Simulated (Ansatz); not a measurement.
**Molecular dynamics of Li**

Input file:

```yaml
crystal:
  lattice:
    - [7.312873, 0.0, 0.0]
    - [0.0, 7.312873, 0.0]
    - [0.0, 0.0, 7.312873]
  atoms:
    - { symbol: Li, position: [0.0, 0.0, 0.0] }
    - { symbol: Li, position: [0.5, 0.0, 0.0] }
    - { symbol: Li, position: [0.0, 0.5, 0.0] }
    - { symbol: Li, position: [0.0, 0.0, 0.5] }
    - { symbol: Li, position: [0.25, 0.25, 0.25] }
    - { symbol: Li, position: [0.5, 0.5, 0.0] }
    - { symbol: Li, position: [0.5, 0.0, 0.5] }
    - { symbol: Li, position: [0.75, 0.25, 0.25] }
    - { symbol: Li, position: [0.0, 0.5, 0.5] }
    - { symbol: Li, position: [0.25, 0.75, 0.25] }
    - { symbol: Li, position: [0.25, 0.25, 0.75] }
    - { symbol: Li, position: [0.5, 0.5, 0.5] }
    - { symbol: Li, position: [0.75, 0.75, 0.25] }
    - { symbol: Li, position: [0.75, 0.25, 0.75] }
    - { symbol: Li, position: [0.25, 0.75, 0.75] }
    - { symbol: Li, position: [0.75, 0.75, 0.75] }
basis:
  ecutwfc: 420.0
kpoints:
  mp_grid: { grid: [2, 2, 2] }
hamiltonian:
  xc: pbe
scf:
  occupations: { method: fermi_dirac, width: 0.1 }
  lower_state_search: "off"
md:
  timestep: 1
  n_steps: 250
  ensemble: nvt_langevin
  temperature: 900.0
  initial_velocities: maxwell_boltzmann
  seed: 219938
  friction: 0.02
```

Run as:

```bash
$ ansatz run input.yaml --threads 1 --pin off --max-ram 3072MiB --backend cpu --events-out ev --progress --plain --runs-dir out
```

It starts from a structure without forces on its atoms.

Output, in part (step lines):

```
md step     0: t =     0.00 fs  T =   843.8 K  F+E_penalty+E_count = -3274.36977697 eV  E_kin = 1.745010 eV  (6 SCF iters)
md step     1: t =     1.00 fs  T =   976.0 K  F+E_penalty+E_count = -3274.36725425 eV  E_kin = 2.018478 eV  (6 SCF iters)
md step     2: t =     2.00 fs  T =   959.2 K  F+E_penalty+E_count = -3274.35945489 eV  E_kin = 1.983743 eV  (6 SCF iters)
md step     3: t =     3.00 fs  T =   941.8 K  F+E_penalty+E_count = -3274.34673146 eV  E_kin = 1.947726 eV  (6 SCF iters)
md step     4: t =     4.00 fs  T =   887.3 K  F+E_penalty+E_count = -3274.32964315 eV  E_kin = 1.835165 eV  (6 SCF iters)
md step     5: t =     5.00 fs  T =   943.3 K  F+E_penalty+E_count = -3274.30864474 eV  E_kin = 1.950904 eV  (5 SCF iters)
md step     6: t =     6.00 fs  T =   997.9 K  F+E_penalty+E_count = -3274.28327113 eV  E_kin = 2.063795 eV  (5 SCF iters)
md step     7: t =     7.00 fs  T =  1026.4 K  F+E_penalty+E_count = -3274.25368498 eV  E_kin = 2.122699 eV  (5 SCF iters)
[... lines left out ...]
md step   249: t =   249.00 fs  T =   848.4 K  F+E_penalty+E_count = -3272.61226350 eV  E_kin = 1.754679 eV  (4 SCF iters)
md step   250: t =   250.00 fs  T =   796.9 K  F+E_penalty+E_count = -3272.61546493 eV  E_kin = 1.648085 eV  (6 SCF iters)
```

The steps, from the saved trajectory:

| time (fs) | T (K) | potential energy less start (eV) |
| --- | --- | --- |
| 0.0 | 844 | 0.000 |
| 8.0 | 1048 | 0.149 |
| 16.0 | 925 | 0.556 |
| 24.0 | 702 | 0.967 |
| 32.0 | 691 | 1.224 |
| 40.0 | 760 | 1.293 |
| 48.0 | 865 | 1.390 |
| 56.0 | 711 | 1.592 |
| 64.0 | 739 | 2.016 |
| 72.0 | 617 | 2.348 |
| 80.0 | 675 | 2.410 |
| 88.0 | 853 | 2.215 |
| 96.0 | 1094 | 1.676 |
| 104.0 | 1387 | 1.248 |
| 112.0 | 1415 | 1.212 |
| 120.0 | 1188 | 1.546 |
| 128.0 | 868 | 1.734 |
| 136.0 | 1109 | 1.631 |
| 144.0 | 845 | 1.508 |
| 152.0 | 784 | 1.484 |
| 160.0 | 886 | 1.422 |
| 168.0 | 911 | 1.376 |
| 176.0 | 988 | 1.346 |
| 184.0 | 998 | 1.443 |
| 192.0 | 781 | 1.679 |
| 200.0 | 648 | 1.895 |
| 208.0 | 660 | 1.949 |
| 216.0 | 765 | 1.999 |
| 224.0 | 667 | 1.963 |
| 232.0 | 628 | 1.849 |
| 240.0 | 685 | 1.810 |
| 248.0 | 825 | 1.760 |

The run went to its last step. A run of 0.25 ps of so small a system gives no equilibrium averages. Limits of this set-up: coarse k mesh.

Mean squared displacements from the first frame to the last, about the centre of mass: Li 0.53 Å².

Last frame:

```xyz
16
Lattice="7.3129 0.0000 0.0000 0.0000 7.3129 0.0000 0.0000 0.0000 7.3129" Properties=species:S:1:pos:R:3
Li -0.025 0.002 0.258
Li 4.101 -0.536 -0.733
Li 0.634 3.558 0.805
Li 0.580 -0.574 3.246
Li 2.338 1.693 1.468
Li 4.051 3.056 -0.580
Li 3.785 -0.770 3.755
Li 4.908 1.726 1.885
Li 0.804 3.526 3.982
Li 3.179 5.421 1.108
Li 2.308 1.645 5.761
Li 3.657 3.519 3.911
Li 5.538 4.207 1.911
Li 5.761 1.230 4.528
Li 1.815 5.481 5.854
Li 6.305 5.141 5.534
```

Run time: 17 min on 1 thread of Arm Neoverse V1, on a shared host, peak memory 0.6 GiB.
